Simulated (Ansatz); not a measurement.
## IrRh3, space group Pm-3m: a relaxation of the ions, step by step

Computed with Ansatz 0.2.0, Python API.

Notebook, run cell by cell (the value of a cell's last expression is shown):

**Cell 1**
```python
import json
import warnings

import ansatz as az
from ase import Atoms
from ase.io import write
from ase.neighborlist import neighbor_list
import numpy as np
```

**Cell 2**
```python
warnings.simplefilter("ignore", az.DeckWarning)
```

**Cell 3**
```python
atoms = Atoms(
    ["Ir", "Rh", "Rh", "Rh"],
    scaled_positions=[
        (0.0, 0.0, 0.0),
        (0.0, 0.5, 0.5),
        (0.5, 0.0, 0.5),
        (0.5, 0.5, 0.0),
    ],
    cell=[
        (3.81706029, 0.0, 0.0),
        (0.0, 3.81706029, 0.0),
        (0.0, 0.0, 3.81706029),
    ],
    pbc=True,
)
structure = az.Crystal.from_ase(atoms)
# push one atom off its site
```

**Cell 4**
```python
job = (
    structure.move(0, to=(0.03929726, 0.03929726, 0.0)).calculation()
    .mixing("anderson", beta=0.7)
    .scf(tolerance=1e-09, max_iterations=100)
    .basis(320, density_ratio=6)
    .functional(az.Functional.LDA)
    .occupations("fermi_dirac", width=0.3)
    .kpoints(length=21)
    .relax(force_tolerance=0.1, density_extrapolation="transplant")
)
done = job.run(events_out="stream.ndjson")
with open("stream.ndjson") as stream:
    events = [json.loads(line) for line in stream]
steps = [e["data"] for e in events if e["event"] == "relax_step"]
rep = done.report
```

**Cell 5**
```python
rep["n_kpoints"], rep["n_symmetry_ops"], rep["n_pw"]
```
Output:
```text
(52, 4, 739)
```

**Cell 6**
```python
rep["free_energy_ev"]
```
Output:
```text
-30499.787998096257
```

**Cell 7**
```python
rep["converged"], rep["free_energy_ev"]
```
Output:
```text
(True, -30499.787998096257)
```

**Cell 8**
```python
print("step   energy (eV)     max comp. (eV/A)  SCF")
for s in steps:
    print(f"{s['step']:4d} {s['lagrangian_ev']:15.5f} {s['allowed_force_max_ev_ang']:12.4f} {s['n_scf']:5d}")
```
Output:
```text
step   energy (eV)     max comp. (eV/A)  SCF
   1    -30499.54165       1.7478    10
   2    -30499.78410       0.1734    10
   3    -30499.78800       0.0013     9
```

**Cell 9**
```python
first, last = steps[0], steps[-1]
symbols = [site.symbol for site in done.lattice.sites]
print(f"energy gained {first['lagrangian_ev'] - last['lagrangian_ev']:.4f} eV in {len(steps) - 1} steps")
```
Output:
```text
energy gained 0.2464 eV in 2 steps
```

**Cell 10**
```python
final = Atoms(symbols, positions=last["positions_ang"], cell=done.lattice.cell_ang, pbc=True)
i, j, d = neighbor_list("ijd", final, 4.5)
print("neighbours within 1.1 times the shortest distance of each atom (A)")
for atom in range(len(final)):
    near = [m for m in np.argsort(d) if i[m] == atom]
    shell = [m for m in near if d[m] < 1.1 * d[near[0]]]
    print(f"{symbols[atom]}{atom} ({len(shell)}):", ", ".join(f"{symbols[j[m]]} {d[m]:.3f}" for m in shell))

relaxed = Atoms(symbols, positions=[site.position_ang for site in done.lattice.sites], cell=done.lattice.cell_ang, pbc=True)
write("relaxed.extxyz", relaxed, format="extxyz")
```
Output:
```text
neighbours within 1.1 times the shortest distance of each atom (A)
Ir0 (12): Rh 2.699, Rh 2.699, Rh 2.699, Rh 2.699, Rh 2.699, Rh 2.699, Rh 2.699, Rh 2.699, Rh 2.699, Rh 2.699, Rh 2.699, Rh 2.699
Rh1 (12): Rh 2.699, Rh 2.699, Ir 2.699, Ir 2.699, Rh 2.699, Rh 2.699, Rh 2.699, Rh 2.699, Ir 2.699, Ir 2.699, Rh 2.699, Rh 2.699
Rh2 (12): Rh 2.699, Rh 2.699, Ir 2.699, Ir 2.699, Rh 2.699, Rh 2.699, Rh 2.699, Rh 2.699, Ir 2.699, Ir 2.699, Rh 2.699, Rh 2.699
Rh3 (12): Ir 2.699, Rh 2.699, Rh 2.699, Rh 2.699, Rh 2.699, Ir 2.699, Ir 2.699, Rh 2.699, Rh 2.699, Rh 2.699, Rh 2.699, Ir 2.699
```

**Cell 11**
```python
n_atoms = len(rep["lattice"]["sites"])
print("F =", round(rep["free_energy_ev"], 4), "eV for", n_atoms, "atoms")
print("E(sigma -> 0) =", round(rep["energy_sigma0_ev"], 4), "eV, TS =", round(rep["entropy_ts_ev"], 5), "eV")
print("closed by", rep["closed_by"], "after", rep["n_iterations"], "iterations")
```
Output:
```text
F = -30499.788 eV for 4 atoms
E(sigma -> 0) = -30499.0555 eV, TS = 1.46505 eV
closed by deck_thresholds after 9 iterations
```

It writes `relaxed.extxyz`:
```text
4
Lattice="3.81706029 0.0 0.0 0.0 3.81706029 0.0 0.0 0.0 3.81706029" Properties=species:S:1:pos:R:3 pbc="T T T"
Ir       0.03756883       0.03756883       0.00000000
Rh       0.03750877       1.94604675       1.90853015
Rh       1.94604675       0.03750877       1.90853015
Rh       1.94593594       1.94593594       0.00000000
```

What to keep in mind:
- These settings explore the input space; cutoff and mesh may be short of convergence.
- The cutoff lies under the one recommended for these potentials.
- The mesh is modest for a metal, so energies can be off by several to tens of meV an atom and pressures by half a GPa or more; differences at equal mesh fare better.
- Energies along a relaxation are free energies. A last row that repeats the one before re-solves the same geometry more tightly.
- Spin-orbit coupling, which matters for elements this heavy, is left out.
- This cell is a computed structure, which may not be the phase found in nature.
- The script silences the warnings on its input, which a real study should read.
- It ran for 18 s on 1 thread of Arm Neoverse V2, on a shared host, peak memory 0.45 GiB.

(Lines on the test bed's own set-up are left out of the output.)
